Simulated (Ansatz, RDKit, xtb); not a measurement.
**C4H10AlClO: ranking a sample of isomers**

A sample of isomers of C4H10AlClO is drawn. Aim: find which of them has the lowest free energy at 298.15 K, then its properties. The sample is small against all isomers, and the most stable one of this formula need not be in it.

Plan: many cheap relaxations first (GFN2-xTB), then density-functional screening, relaxation at B3LYP/def2-SVP, vibrations (at GFN2-xTB) and a final energy. The numbers are computed, not measured.

### 1 Candidates

Isomers were taken from a list of plausible structures; this is a sample, not all of them. That gives 4 candidates.

```tsv
label	SMILES	spin
c198	CC[C@H](C)[O][AlH][Cl]	singlet
c249	C=[C](Cl)[AlH2-][O+](C)C	singlet
c850	[AlH3-][O+]1CC[C@H](Cl)C1	singlet
c945	[Cl][AlH2-][O+]1CCCC1	singlet
```

Candidates are built by distance geometry, with a force field where one applies, in up to four conformers (letters a to d).

**Question.** With final energies at CCSD(T)/def2-SVP + MP2/def2-TZVPP - MP2/def2-SVP, which structure will this search put lowest in free energy, and by what margin?

| quantity | value |
| --- | --- |
| lowest structure found | CC[C@H](C)[O][AlH][Cl], singlet |
| next finalist | [Cl][AlH2-][O+]1CCCC1, singlet, 27.4 kcal/mol higher in G |
| share at equilibrium, among the finalists | 100.0 % |

The lowest structure found is `CC[C@H](C)[O][AlH][Cl]`. Among the finalists first place is clear (27.4 kcal/mol); structures outside the list aren't covered. r2SCAN-D4/def2-SVP, B3LYP/def2-SVP, HF/def2-SVP and MP2/def2-SVP already put its bonding pattern lowest among the structures in one piece. 2 minima inside the window were never screened. Lowest found is not proven lowest: the search is finite, and each finalist counts with one conformer. Only 4 drawn patterns were tried, so whole families of isomers are missing, and the result ranks this sample alone. The lowest isomer need not be the one that is made and kept in a bottle, which depends on barriers.
